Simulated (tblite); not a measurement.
# C3H9GeLi2O: the cost of one run

Computed with tblite 0.8.0 and PySCF 2.14.0; each step states its level. No surroundings beyond the atoms listed, unless a continuum is named. Atoms count from 0, parts from 1.

## 1. The system as given

16 atoms, charge 2, multiplicity 2; geometry: rigid parts in contact. Parts: 1 = atoms 0–13, `CC(C)[O][GeH2]`, charge 0; 2 = atom 14, `[Li+]`, charge 1; 3 = atom 15, `[Li+]`, charge 1.

## 2. Docking the parts with GFN2-xTB

Job settings and geometry (Å):

```
{"job": {"kind": "dock", "xc": "GFN2-xTB", "basis": "xTB"}, "charge": 2, "multiplicity": 2, "parts": [{"atoms": "0-13", "charge": 0, "multiplicity": 2}, {"atoms": "14-14", "charge": 1, "multiplicity": 1}, {"atoms": "15-15", "charge": 1, "multiplicity": 1}]}
C     -0.268400     0.001712     1.566805
C     -0.491721     0.603035     0.187839
C      0.810879     1.225630    -0.342576
O     -1.010406    -0.376280    -0.712253
Ge     0.097537    -1.780698    -1.442374
H     -1.181257    -0.482730     1.918296
H      0.524763    -0.748526     1.522012
H      0.003396     0.777621     2.280409
H     -1.251124     1.396376     0.247906
H      1.603633     0.469425    -0.352352
H      0.662212     1.596331    -1.354498
H      1.111751     2.066422     0.311872
H     -0.119227    -2.883000    -0.309376
H     -0.937309    -2.077161    -2.611941
Li    -2.755886    -0.844735    -0.623899
Li     3.371035     2.863472     0.514709
```

Method: GFN2-xTB search for minima from random contacts, gas phase.

Launch:

```sh
> OMP_NUM_THREADS=1 python cluster_run.py task.json out
```

One launch serves the whole session: the jobs run in the order shown.

**Question.** How long does this first job take on 1 thread of Arm Neoverse V2, shared host?

About 4.9 s.
